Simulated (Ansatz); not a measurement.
# Ga3AsP2: the cost of one run

Method: DFT PBE, scalar-relativistic, plane waves, PAW, in Ansatz 0.2.0.

### 1 The starting structure

It takes space group I-4m2 (No. 119, tetragonal). Conventional cell: a = 3.834 Å, b = 3.834 Å, c = 16.268 Å, α = 90.00°, β = 90.00°, γ = 90.00°. Ga (site symmetry 2mm) has 2 As at 2.35 Å and 2 P at 2.35 Å as nearest neighbours. Ga (site symmetry -4m2) is surrounded by 4 P at 2.35 Å. P (site symmetry 2mm) has 4 Ga at 2.35 Å as nearest neighbours. As (site symmetry -4m2) is surrounded by 4 Ga at 2.35 Å.

Structure file:

```
Ga P As
1.0
    -1.91717    1.91717    8.13384
     1.91717   -1.91717    8.13384
     1.91717    1.91717   -8.13384
Ga P As
3 2 1
Direct
  0.83333 0.83333 0.00000
  0.50000 0.50000 0.00000
  0.16667 0.16667 0.00000
  0.41667 0.91667 0.50000
  0.08333 0.58333 0.50000
  0.75000 0.25000 0.50000
```

The start is an ordering of an alloy on its end members' structure types: elements ordered on the sites of the GaAs type, As/P on As (I-4m2, No. 119).

### 2 A first look at the guess

Contents of input.yaml:

```yaml
crystal:
  lattice:
    - [-1.91716525, 1.91716525, 8.13384329]
    - [1.91716525, -1.91716525, 8.13384329]
    - [1.91716525, 1.91716525, -8.13384329]
  atoms:
    - { symbol: Ga, position: [0.83333333, 0.83333333, 0.0] }
    - { symbol: Ga, position: [0.5, 0.5, 0.0] }
    - { symbol: Ga, position: [0.16666667, 0.16666667, 0.0] }
    - { symbol: P, position: [0.41666667, 0.91666667, 0.5] }
    - { symbol: P, position: [0.08333333, 0.58333333, 0.5] }
    - { symbol: As, position: [0.75, 0.25, 0.5] }
basis:
  ecutwfc: 420
kpoints:
  mp_grid: { grid: [6, 6, 6] }
hamiltonian:
  xc: pbe
scf:
  occupations: { method: gaussian, width: 0.1 }
  lower_state_search: "off"
output:
  forces: true
  stress: true
  eigenvalues: true
```

On the command line:

```bash
ansatz run input.yaml --threads 1 --pin off --max-ram 2560MiB --backend cpu --events-out ev --progress --plain --runs-dir out
```

**Question.** How long does this run take on 1 thread of Intel Xeon at 2.50GHz (Skylake/Cascade Lake), shared host, and how much memory does it need?

About 19 s, with a peak of 0.42 GiB.
